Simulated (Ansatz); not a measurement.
# BeNi: the cost of one run

Computed with Ansatz 0.2.0 (DFT r²SCAN, frozen-core PAW and all-electron LAPW, scalar-relativistic unless said, unless a step's input says otherwise).

## Step 1: The structure to begin with

It takes space group Pm-3m (No. 221, cubic). The conventional cell has a = 2.587 Å, b = 2.587 Å, c = 2.587 Å, α = 90.00°, β = 90.00°, γ = 90.00°. Be (site symmetry m-3m) has 8 Ni at 2.24 Å as nearest neighbours. Ni (site symmetry m-3m) has 8 Be at 2.24 Å as nearest neighbours.

As a file:

```
Be Ni
1.0
     2.58700    0.00000    0.00000
     0.00000    2.58700    0.00000
     0.00000    0.00000    2.58700
Be Ni
1 1
Cartesian
  0.0000 0.0000 0.0000
  1.2935 1.2935 1.2935
```

Cartesian axes are those of the input's lattice vectors. The structure goes back to a database entry.

## Step 2: Cell and atoms relaxed, PAW

input.yaml

```yaml
crystal:
  lattice:
    - [2.58699959, 0.0, 0.0]
    - [0.0, 2.58699959, 0.0]
    - [0.0, 0.0, 2.58699959]
  atoms:
    - { symbol: Be, position: [0.0, 0.0, 0.0] }
    - { symbol: Ni, position: [0.5, 0.5, 0.5] }
kpoints:
  mp_grid: { grid: [12, 12, 12] }
scf:
  occupations: { method: fermi_dirac, width: 0.08 }
hamiltonian:
  xc: r2scan
  pseudopotentials: { kind: paw }
relax:
  f_tol: 0.002
  max_steps: 80
  cell: {}
output:
  forces: true
  stress: true
```

Launch:

```
$ ansatz run input.yaml --threads 1 --pin off --max-ram 3072MiB --backend cpu --events-out ev --progress --plain --runs-dir out
```

**Question.** How long does this run take on 1 thread of Arm Neoverse V2, shared host, and how much memory does it need?

About 9.5 s, with a peak of 0.34 GiB.
